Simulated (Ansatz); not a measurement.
**C₂H₃AlF₂O: one species, many methods**

One table from this session's results is given with a row withheld; the runs are named, their logs left out.

Computed with Ansatz 0.2.0, Gaussian basis. Level: functionals in def2-TZVPP, the program's frozen cores in correlated methods.

Plan: PBE-D4, r2SCAN-D4, PBE0-D4, B3LYP-D4, ωB97X-V, ωB97M-V, B2PLYP; CCSD(T)/def2-TZVPP; MP2/def2-QZVPP; extrapolation to the limit.

### The relaxed structure

The geometry comes from an earlier relaxation with PBE0-D4 in a triple-zeta def2 set; it is a stationary point, not always the lowest conformer.

9 atoms, charge 0, spin multiplicity 1.

Atoms are counted from 1 here; the program's logs count them from 0.

Bond lengths: C1–C2 1.336 Å, C1–H7 1.087 Å, C1–H8 1.083 Å, C2–O3 1.366 Å, C2–Al4 1.929 Å, O3–H9 0.960 Å, Al4–F5 1.644 Å, Al4–F6 1.638 Å. Angles: C2–C1–H7 121.9°, C2–C1–H8 120.2°, H7–C1–H8 118.0°, C1–C2–O3 119.2°, C1–C2–Al4 117.7°, O3–C2–Al4 123.1°, C2–O3–H9 110.3°, C2–Al4–F5 117.8°, C2–Al4–F6 122.5°, F5–Al4–F6 119.6°.

The first run:

Input file in.yaml:

```yaml
crystal:
  periodic: [false, false, false]
  atoms:
    - {symbol: C, position_ang: [-0.046992, -1.446954, 0.371483]}
    - {symbol: C, position_ang: [0.393086, -0.283014, -0.114959]}
    - {symbol: O, position_ang: [1.624049, -0.230594, -0.705575]}
    - {symbol: Al, position_ang: [-0.760713, 1.253699, 0.057270]}
    - {symbol: F, position_ang: [-0.223429, 2.688068, -0.540157]}
    - {symbol: F, position_ang: [-2.234060, 1.173382, 0.768558]}
    - {symbol: H, position_ang: [0.546186, -2.355307, 0.311269]}
    - {symbol: H, position_ang: [-1.020061, -1.506415, 0.842689]}
    - {symbol: H, position_ang: [1.810334, 0.661134, -1.007480]}
basis:
  gaussian: {orbitals: def2-TZVPP}
hamiltonian: {xc: pbe, dispersion: d4}
output: {forces: true, orbitals: {seedname: orbitals}}
```

The run is started by

```console
$ ansatz run in.yaml --threads 4 --pin off --events-out ev --progress --plain --max-ram 10444MiB
```

Steps of the session up to this table: PBE-D4 (GGA); r2SCAN-D4 (meta-GGA); PBE0-D4 (hybrid); B3LYP-D4 (hybrid); ωB97X-V (range-separated); ωB97M-V (range-separated); B2PLYP (double hybrid); CCSD(T) in def2-TZVPP; MP2 in def2-QZVPP.

One table of the session follows, with a row left open; its other results are not shown here.

| method | atomisation energy (kJ/mol) |
| --- | --- |
| PBE-D4 | 3911.8 |
| r2SCAN-D4 | 3829.5 |
| PBE0-D4 | 3797.3 |
| B3LYP-D4 | 3791.4 |
| ωB97X-V | 3804.5 |
| ωB97M-V | 3815.0 |
| B2PLYP | 3775.4 |
| HF/def2-TZVPP | 2741.2 |
| MP2/def2-TZVPP | 3852.8 |
| CCSD/def2-TZVPP | 3640.9 |
| CCSD(T)/def2-TZVPP | ? |
| MP2/CBS | 3965.4 |
| CCSD(T)/CBS | 3823.7 |

Estimate the missing values for CCSD(T)/def2-TZVPP.

As computed: atomisation energy (kJ/mol): 3711.1. In the column «atomisation energy (kJ/mol)» it lies between CCSD/def2-TZVPP (3640.9) and B2PLYP (3775.4).
